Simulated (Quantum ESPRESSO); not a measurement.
# WAu (F-43m) in Quantum ESPRESSO: reference runs

How does WAu come out in PBE? The cell is run as given.

Everything below comes from runs of Quantum ESPRESSO 7.5. Logs are shortened: lines on timing, memory, paths and dates and some standing lists are left out, and cuts for length are marked.

## 1. The crystal as given

It takes space group F-43m (No. 216, cubic). The conventional cell has a = 5.496 Å, b = 5.496 Å, c = 5.496 Å, α = 90.00°, β = 90.00°, γ = 90.00°. W (site symmetry -43m) has 4 Au at 2.38 Å as nearest neighbours. Around Au (site symmetry -43m) lie 4 W at 2.38 Å.

The cell was built by a generator and needn't be a form met in nature.

## 2. Single point, PBE

Input file pw.in:

```
&CONTROL
  calculation = 'scf'
  prefix = 'pwscf'
  outdir = './tmp'
  pseudo_dir = './pseudo'
  tprnfor = .true.
  tstress = .true.
  disk_io = 'nowf'
/
&SYSTEM
  ibrav = 0
  nat = 2
  ntyp = 2
  ecutwfc = 60
  ecutrho = 440
  nbnd = 24
  occupations = 'smearing'
  smearing = 'fd'
  degauss = 0.00367493
/
&ELECTRONS
  conv_thr = 4d-10
  electron_maxstep = 120
  mixing_beta = 0.5
/
ATOMIC_SPECIES
W    183.8400 W_pbe_v1.2.uspp.F.UPF
Au   196.9666 Au_ONCV_PBE-1.0.oncvpsp.upf
CELL_PARAMETERS angstrom
   0.0000000000    2.7479792600    2.7479792600
   2.7479792600    0.0000000000    2.7479792600
   2.7479792600    2.7479792600    0.0000000000
ATOMIC_POSITIONS crystal
W      0.0000000000    0.0000000000    0.0000000000
Au     0.7500000000    0.7500000000    0.7500000000
K_POINTS automatic
8 8 8 0 0 0
```

Potentials or basis: SSSP 1.3 efficiency PBE.

Run with:

```
> OMP_NUM_THREADS=1 pw.x -in pw.in > pw.out
```

pw.out:

```text
This program is part of the open-source Quantum ESPRESSO suite
     for quantum simulation of materials; please cite
         "P. Giannozzi et al., J. Phys.:Condens. Matter 21 395502 (2009);
         "P. Giannozzi et al., J. Phys.:Condens. Matter 29 465901 (2017);
         "P. Giannozzi et al., J. Chem. Phys. 152 154105 (2020);
     in publications or presentations arising from this work. More details at

     Message from routine setup:
     using ibrav=0 with symmetry is DISCOURAGED, use correct ibrav instead

     G-vector sticks info
     --------------------
     sticks:   dense  smooth     PW     G-vecs:    dense   smooth      PW
     Sum        1639     889    265                43655    17477    2891

     Using Slab Decomposition

     bravais-lattice index     =            0
     lattice parameter (alat)  =       7.3439  a.u.
     unit-cell volume          =     280.0702 (a.u.)^3
     number of atoms/cell      =            2
     number of atomic types    =            2
     number of electrons       =        33.00
     number of Kohn-Sham states=           24
     kinetic-energy cutoff     =      60.0000  Ry
     charge density cutoff     =     440.0000  Ry
     scf convergence threshold =      4.0E-10
     mixing beta               =       0.5000
     number of iterations used =            8  plain     mixing
     Exchange-correlation= PBE
                           (   1   4   3   4   0   0   0)

     celldm(1)=   7.343909  celldm(2)=   0.000000  celldm(3)=   0.000000
     celldm(4)=   0.000000  celldm(5)=   0.000000  celldm(6)=   0.000000

     crystal axes: (cart. coord. in units of alat)
               a(1) = (   0.000000   0.707107   0.707107 )
               a(2) = (   0.707107   0.000000   0.707107 )
               a(3) = (   0.707107   0.707107   0.000000 )

     reciprocal axes: (cart. coord. in units 2 pi/alat)
               b(1) = ( -0.707107  0.707107  0.707107 )
               b(2) = (  0.707107 -0.707107  0.707107 )
               b(3) = (  0.707107  0.707107 -0.707107 )

     PseudoPot. # 1 for W  read from file:
     W_pbe_v1.2.uspp.F.UPF
     Pseudo is Ultrasoft + core correction, Zval = 14.0
     Generated by new atomic code, or converted to UPF format
     Using radial grid of  923 points,  8 beta functions with:
                l(1) =   0
                l(2) =   0
                l(3) =   0
                l(4) =   1
                l(5) =   1
                l(6) =   2
                l(7) =   2
                l(8) =   3
     Q(r) pseudized with  6 coefficients,  rinner =    1.350   1.350   1.350
                                                       1.350   1.350   1.350
                                                       1.350

     PseudoPot. # 2 for Au read from file:
     Au_ONCV_PBE-1.0.oncvpsp.upf
     Pseudo is Norm-conserving, Zval = 19.0
     Generated using ONCVPSP code by D. R. Hamann
     Using radial grid of 1278 points,  8 beta functions with:
                l(1) =   0
                l(2) =   0
                l(3) =   1
                l(4) =   1
                l(5) =   2
                l(6) =   2
                l(7) =   3
                l(8) =   3

     atomic species   valence    mass     pseudopotential
     W                14.00   183.84000     W ( 1.00)
     Au               19.00   196.96660     Au( 1.00)

     24 Sym. Ops. (no inversion) found

   Cartesian axes

     site n.     atom                  positions (alat units)
         1        W      tau(   1) = (   0.0000000   0.0000000   0.0000000  )
         2        Au     tau(   2) = (   1.0606602   1.0606602   1.0606602  )

     number of k points=    29  Fermi-Dirac smearing, width (Ry)=  0.0037
                       cart. coord. in units 2pi/alat
        k(    1) = (   0.0000000   0.0000000   0.0000000), wk =   0.0039062
        k(    2) = (   0.0883883   0.0883883  -0.0883883), wk =   0.0312500
        k(    3) = (   0.1767767   0.1767767  -0.1767767), wk =   0.0312500
        k(    4) = (   0.2651650   0.2651650  -0.2651650), wk =   0.0312500
        k(    5) = (  -0.3535534  -0.3535534   0.3535534), wk =   0.0156250
        k(    6) = (   0.1767767   0.0000000   0.0000000), wk =   0.0234375
[... 21 lines left out ...]
        k(   28) = (  -0.7071068   0.1767767  -0.0000000), wk =   0.0468750
        k(   29) = (  -0.7071068   0.3535534   0.0000000), wk =   0.0234375

     Dense  grid:    43655 G-vectors     FFT dimensions: (  50,  50,  50)

     Smooth grid:    17477 G-vectors     FFT dimensions: (  40,  40,  40)

     Initial potential from superposition of free atoms

     starting charge      32.8996, renormalised to      33.0000

     negative rho (up, down):  6.213E-02 0.000E+00
     Starting wfcs are   23 randomized atomic wfcs +    1 random wfcs

     Self-consistent Calculation

     iteration #  1     ecut=    60.00 Ry     beta= 0.50
     Davidson diagonalization with overlap
     ethr =  1.00E-02,  avg # of iterations =  5.0

     Threshold (ethr) on eigenvalues was too large:
     Diagonalizing with lowered threshold

     Davidson diagonalization with overlap
     ethr =  2.44E-04,  avg # of iterations =  1.4

     negative rho (up, down):  6.361E-02 0.000E+00

     total energy              =    -433.46017538 Ry
     estimated scf accuracy    <       0.08235861 Ry

     iteration #  2     ecut=    60.00 Ry     beta= 0.50
     Davidson diagonalization with overlap
     ethr =  2.50E-04,  avg # of iterations =  2.0
[... 60 lines left out ...]
     iteration #  9     ecut=    60.00 Ry     beta= 0.50
     Davidson diagonalization with overlap
     ethr =  5.57E-12,  avg # of iterations =  2.3

     negative rho (up, down):  6.504E-02 0.000E+00

     End of self-consistent calculation

          k = 0.0000 0.0000 0.0000 (  2133 PWs)   bands (ev):

   -91.2487 -57.5958 -42.6128 -42.6128 -42.6128 -21.9029 -21.9029 -21.9029
     7.9395   9.7687   9.7687  10.1111  10.1111  10.1111  15.5909  15.5909
    15.5909  18.5771  18.5771  25.6553  28.1983  28.1983  28.1983  28.2655

          k = 0.0884 0.0884-0.0884 (  2175 PWs)   bands (ev):

   -91.2487 -57.5963 -42.6131 -42.6131 -42.6119 -21.9067 -21.9019 -21.9019
     8.2196   9.6770   9.6770  10.0715  10.2337  10.2337  15.2666  15.6565
    15.6565  18.5101  18.5101  25.8563  26.3843  28.3064  28.3064  28.4777
[... 13 lines left out ...]
          k =-0.3536-0.3536 0.3536 (  2186 PWs)   bands (ev):

   -91.2487 -57.5991 -42.6148 -42.6148 -42.6066 -21.9281 -21.8963 -21.8963
     9.3983   9.9408   9.9408  10.0312  10.0312  10.8561  14.2286  16.2333
    16.2333  18.2702  18.2702  19.0624  25.2916  25.5186  25.5186  30.9094

          k = 0.1768 0.0000 0.0000 (  2173 PWs)   bands (ev):

   -91.2487 -57.5964 -42.6135 -42.6135 -42.6111 -21.9091 -21.9010 -21.9010
     8.3191   9.4852   9.8901  10.1004  10.1004  10.3154  15.0700  15.7589
    15.7589  18.3392  18.5791  26.0784  26.8931  27.2294  27.2294  28.4061

          k = 0.2652 0.0884-0.0884 (  2197 PWs)   bands (ev):

   -91.2487 -57.5974 -42.6143 -42.6143 -42.6089 -21.9164 -21.8995 -21.8987
     8.8969   9.3759   9.9118  10.0434  10.1765  10.4213  14.6233  15.8566
    16.0073  18.1027  18.5231  24.1335  25.9237  26.1123  26.7867  28.1740
[... 19 lines left out ...]
          k =-0.0884-0.2652 0.2652 (  2187 PWs)   bands (ev):

   -91.2487 -57.5982 -42.6156 -42.6141 -42.6072 -21.9200 -21.8988 -21.8985
     9.2951   9.4679   9.7753  10.0177  10.3454  10.5036  14.5406  15.7855
    15.9988  18.0860  18.5460  22.0743  24.4723  26.1884  27.0705  28.7350

          k = 0.0000-0.1768 0.1768 (  2183 PWs)   bands (ev):

   -91.2487 -57.5970 -42.6142 -42.6134 -42.6101 -21.9121 -21.9009 -21.9001
     8.6508   9.4909   9.7704  10.0560  10.1817  10.4221  14.9051  15.6696
    15.8436  18.2566  18.5602  25.0245  25.5322  26.7653  27.6169  28.9330

          k = 0.3536 0.0000 0.0000 (  2181 PWs)   bands (ev):

   -91.2487 -57.5980 -42.6151 -42.6151 -42.6068 -21.9239 -21.8964 -21.8964
     9.1026   9.4831  10.0584  10.0584  10.2095  10.3152  14.2440  16.3340
    16.3340  17.7455  18.3957  24.3728  24.3728  24.5933  26.0858  27.5821

          k = 0.4419 0.0884-0.0884 (  2202 PWs)   bands (ev):

   -91.2487 -57.5990 -42.6163 -42.6159 -42.6042 -21.9304 -21.8955 -21.8941
     9.1266   9.7417  10.0099  10.1377  10.3630  10.6041  14.0402  16.5067
    16.6257  17.6402  18.4020  21.6294  23.2181  23.4697  26.5134  28.3924
[... 7 lines left out ...]
          k =-0.0884-0.4419 0.4419 (  2201 PWs)   bands (ev):

   -91.2487 -57.5997 -42.6184 -42.6157 -42.6018 -21.9283 -21.9004 -21.8940
     9.2449   9.6532   9.6805  10.1043  10.5941  11.5510  14.8188  15.7877
    16.0028  18.3539  18.5803  19.2455  21.6151  23.6929  26.8823  30.7070

          k = 0.0000-0.3536 0.3536 (  2209 PWs)   bands (ev):

   -91.2487 -57.5991 -42.6176 -42.6148 -42.6038 -21.9240 -21.9004 -21.8962
     9.4203   9.4834   9.7468   9.9922  10.6128  10.9436  14.8270  15.6658
    15.8074  18.1362  18.6367  20.7981  22.1220  25.3712  26.7632  29.2138

          k = 0.5303-0.0000 0.0000 (  2193 PWs)   bands (ev):

   -91.2487 -57.5996 -42.6167 -42.6167 -42.6026 -21.9384 -21.8919 -21.8919
     9.0726   9.8619   9.9958   9.9958  10.5779  11.0527  13.7100  17.1116
    17.3969  17.3969  18.0920  21.4477  21.7468  21.7468  26.4565  27.9282

          k =-0.0884-0.6187 0.6187 (  2193 PWs)   bands (ev):

   -91.2487 -57.6001 -42.6177 -42.6170 -42.6010 -21.9402 -21.8927 -21.8909
     9.1547   9.5244   9.9314  10.0876  10.6817  11.8645  13.6195  16.6473
    17.5124  18.2377  18.4248  19.6019  20.9546  21.0963  27.0761  28.4225

          k = 0.0000-0.5303 0.5303 (  2201 PWs)   bands (ev):

   -91.2487 -57.6001 -42.6187 -42.6166 -42.6003 -21.9348 -21.8974 -21.8918
     9.1409   9.5358   9.7917  10.1552  10.6917  12.0176  14.1326  16.2162
    16.9763  18.1581  18.6136  19.2972  20.4208  21.9088  27.3232  30.2669

          k =-0.7071 0.0000 0.0000 (  2200 PWs)   bands (ev):

   -91.2487 -57.6002 -42.6174 -42.6174 -42.6008 -21.9444 -21.8900 -21.8900
     9.2244   9.4710   9.9647   9.9647  10.7503  12.2204  13.2437  16.8317
    17.9208  18.4374  18.4374  20.1225  20.1703  20.1703  26.8478  27.8392

          k = 0.3536 0.1768 0.0000 (  2194 PWs)   bands (ev):

   -91.2487 -57.5983 -42.6159 -42.6147 -42.6061 -21.9229 -21.8982 -21.8968
     9.2447   9.5029   9.8270  10.1262  10.2953  10.5094  14.3802  16.0684
    16.1197  17.8884  18.5368  22.6274  23.5346  25.3411  27.0612  28.2621

          k =-0.2652-0.4419 0.6187 (  2200 PWs)   bands (ev):

   -91.2487 -57.5993 -42.6173 -42.6154 -42.6034 -21.9272 -21.8994 -21.8946
     9.3347   9.4866   9.8074  10.2088  10.4476  11.0583  14.4531  15.8597
    16.2813  18.0460  18.6243  20.1605  22.5805  24.1194  27.0491  29.7276
[... 13 lines left out ...]
          k =-0.0884-0.4419 0.6187 (  2210 PWs)   bands (ev):

   -91.2487 -57.6001 -42.6185 -42.6168 -42.6004 -21.9327 -21.8999 -21.8912
     9.1930   9.3921   9.8263  10.3299  10.5835  11.9021  14.3404  15.7216
    17.1887  18.2732  18.7884  19.0864  20.6479  21.7958  28.0861  30.2781

          k = 0.0000-0.3536 0.5303 (  2211 PWs)   bands (ev):

   -91.2487 -57.5999 -42.6186 -42.6163 -42.6009 -21.9292 -21.9017 -21.8923
     9.2427   9.4005   9.7907  10.2954  10.5762  11.7105  14.8435  15.3006
    16.6782  18.2149  18.8248  19.4938  20.7026  22.6833  28.0768  30.2850

          k =-0.7071 0.1768-0.0000 (  2206 PWs)   bands (ev):

   -91.2487 -57.6002 -42.6180 -42.6174 -42.6002 -21.9391 -21.8953 -21.8900
     9.2184   9.3430   9.8993  10.1872  10.7044  12.1625  13.7093  16.2666
    17.7636  18.4894  18.7372  19.2718  19.9499  20.8663  27.9711  28.5843

          k =-0.7071 0.3536 0.0000 (  2208 PWs)   bands (ev):

   -91.2487 -57.6002 -42.6186 -42.6174 -42.5996 -21.9320 -21.9024 -21.8900
     9.2122   9.2573   9.8404  10.4580  10.5702  12.1030  14.6563  15.1787
    17.6430  18.5727  18.9689  19.1894  19.5448  21.0329  29.9416  30.1779

     the Fermi energy is    16.4469 ev

!    total energy              =    -433.48391895 Ry
     estimated scf accuracy    <          2.1E-11 Ry
     smearing contrib. (-TS)   =      -0.00119271 Ry
     internal energy E=F+TS    =    -433.48272624 Ry

     The total energy is F=E-TS. E is the sum of the following terms:
     one-electron contribution =    -180.12354016 Ry
     hartree contribution      =     100.15705951 Ry
     xc contribution           =     -66.54923989 Ry
     ewald contribution        =    -286.96700570 Ry

     convergence has been achieved in   9 iterations

     negative rho (up, down):  6.504E-02 0.000E+00

     Forces acting on atoms (cartesian axes, Ry/au):

     atom    1 type  1   force =     0.00000000    0.00000000    0.00000000
     atom    2 type  2   force =     0.00000000    0.00000000   -0.00000000

     Total force =     0.000000     Total SCF correction =     0.000000

     Computing stress (Cartesian axis) and pressure

     negative rho (up, down):  6.504E-02 0.000E+00
          total   stress  (Ry/bohr**3)                   (kbar)     P=      329.18
   0.00223774   0.00000000   0.00000000          329.18        0.00        0.00
   0.00000000   0.00223774  -0.00000000            0.00      329.18       -0.00
   0.00000000  -0.00000000   0.00223774            0.00       -0.00      329.18

=------------------------------------------------------------------------------=
   JOB DONE.
=------------------------------------------------------------------------------=
```

Wall time 17 s (1 thread of AMD EPYC 9R45 (Zen 5), shared host); peak memory 0.36 GiB.

What came out:

| Quantity | Value |
| --- | --- |
| Free energy | -5897.8492 eV |
| Pressure | 32.9 GPa |
| Band gap on the k mesh | none (metal or under the smearing width) |

Levels at points of the mesh, in eV from the Fermi level:
```tsv
k point	band 15	band 16	band 17	band 18	band 19	band 20
(0.00, 0.00, 0.00)	-0.86	-0.86	-0.86	2.13	2.13	9.21
(0.00, 0.00, -0.50)	-2.22	-0.21	-0.21	1.82	1.82	2.62
(0.00, -0.50, -0.50)	-3.20	0.38	1.47	1.99	1.99	3.68
```

Caveat: a pressure of tens of GPa on the cell as given is suspect, and the run, the potentials or the cell itself is likely at fault.
